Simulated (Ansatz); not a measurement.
# InCl3: the cost of one run

Method: DFT LDA, scalar-relativistic, plane waves, PAW, in Ansatz 0.2.0.

### 1 The structure to begin with

It takes space group P6_3/mmc (No. 194, hexagonal). The conventional cell has a = 9.589 Å, b = 9.589 Å, c = 3.411 Å, α = 90.00°, β = 90.00°, γ = 120.00°. In (site symmetry -6m2) has 6 Cl at 2.56 Å as nearest neighbours. Cl (site symmetry mm2) is surrounded by 2 In at 2.56 Å.

As a file:

```cif
data_structure
_symmetry_space_group_name_H-M 'P 1'
_symmetry_Int_Tables_number 1
_cell_length_a 9.5887
_cell_length_b 9.5887
_cell_length_c 3.4114
_cell_angle_alpha 90.000
_cell_angle_beta 90.000
_cell_angle_gamma 120.000
_cell_volume 271.64
loop_
_atom_site_label
_atom_site_type_symbol
_atom_site_fract_x
_atom_site_fract_y
_atom_site_fract_z
_atom_site_occupancy
In1 In 0.66667 0.33333 0.25000 1
In2 In 0.33333 0.66667 0.75000 1
Cl1 Cl 0.78184 0.21816 0.75000 1
Cl2 Cl 0.43633 0.21816 0.75000 1
Cl3 Cl 0.78184 0.56367 0.75000 1
Cl4 Cl 0.21816 0.78184 0.25000 1
Cl5 Cl 0.56367 0.78184 0.25000 1
Cl6 Cl 0.21816 0.43633 0.25000 1
```

The structure comes from the Materials Project (structure only).

### 2 A first look at the start

input.yaml reads:

```yaml
crystal:
  lattice:
    - [9.5886843364, 0.0, 0.0]
    - [-4.7943421682, 8.3040442242, 0.0]
    - [0.0, 0.0, 3.4114467418]
  atoms:
    - { symbol: In, position: [0.66666667, 0.33333333, 0.25] }
    - { symbol: In, position: [0.33333333, 0.66666667, 0.75] }
    - { symbol: Cl, position: [0.78183749, 0.21816251, 0.75] }
    - { symbol: Cl, position: [0.43632502, 0.21816251, 0.75] }
    - { symbol: Cl, position: [0.78183749, 0.56367498, 0.75] }
    - { symbol: Cl, position: [0.21816251, 0.78183749, 0.25] }
    - { symbol: Cl, position: [0.56367498, 0.78183749, 0.25] }
    - { symbol: Cl, position: [0.21816251, 0.43632502, 0.25] }
basis:
  ecutwfc: 420
kpoints:
  mp_grid: { grid: [3, 3, 6] }
hamiltonian:
  xc: lda
scf:
  occupations: { method: gaussian, width: 0.1 }
output:
  forces: true
  stress: true
  eigenvalues: true
```

Started as:

```sh
$ ansatz run input.yaml --threads 2 --pin off --max-ram 2560MiB --backend cpu --events-out ev --progress --plain --runs-dir out
```

What time and memory should one allow on 2 threads of Intel Xeon Platinum 8488C (Sapphire Rapids), shared host?

About 5.7 s, with a peak of 0.66 GiB.
